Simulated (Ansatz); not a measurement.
Runs of Ansatz 0.2.0 on Ta4NiO11. The structure is monoclinic, space group P2/m (No. 10). Conventional cell: a = 4.771 Å, b = 5.825 Å, c = 7.518 Å, α = 90.00°, β = 105.26°, γ = 90.00°. Ta (site symmetry m) is surrounded by 4 O at 1.89 to 2.01 Å. Ta (site symmetry m) has 5 O at 1.89 to 1.98 Å as nearest neighbours. Around Ni (site symmetry 2/m) lie 4 O at 1.94 Å. Around O (site symmetry 1) lie 1 Ta at 1.93 Å and 1 Ni at 1.94 Å. O (site symmetry 1) has 2 Ta at 1.93 to 1.98 Å as nearest neighbours. O (site symmetry 2/m) has 2 Ta at 2.01 Å as nearest neighbours. Around O (site symmetry 2/m) lie 2 Ta at 1.89 Å. Around O (site symmetry 2/m) lie 2 Ta at 1.89 Å. The cell was built by a generator and needn't be a form met in nature.

| U | gap on the mesh (eV) | pressure (GPa) | moment (μB) | largest force (eV/Å) |
| --- | --- | --- | --- | --- |
| Ni d U = 4 eV, Ta d U = 4 eV | 2.34 | 2.7 | 0.00 | (a) |
| Ni d U = 6 eV, Ta d U = 6 eV | 2.66 | (b) | 0.00 | (c) |
| Ni d U = 2 eV, Ta d U = 2 eV | 1.74 | 1.2 | 0.00 | 0.27 |
| Ni d U = 8 eV, Ta d U = 8 eV | 2.87 | 6.0 | 0.00 | 1.00 |

Alike in all rows: task projected density of states; level PBE+U; potentials or basis Ansatz PAW; spin collinear, ferromagnetic start; cell as given; k mesh 6 × 5 × 4; cutoff (eV) 420; smearing fermi-dirac 0.05 eV.

Problem. Fill in the values left out.

Solution. (a) 0.52; (b) 4.2; (c) 0.76.

Caveats: the magnetic or orbital state may not be the lowest; odd divisions of the mesh miss points on the zone boundary, where band edges often lie, so the gap on the mesh can be too wide; spin-orbit coupling is left out, which moves the levels of the heavy elements; the density of states is complete only up to the lowest level of the last band computed; the starting moments weren't kept; forces of over 1 eV/Å show positions far from the minimum, so gaps and moduli don't describe the material at rest (some runs).

A k mesh can miss the band edges, and the runs leave out spin-orbit coupling on Ta.
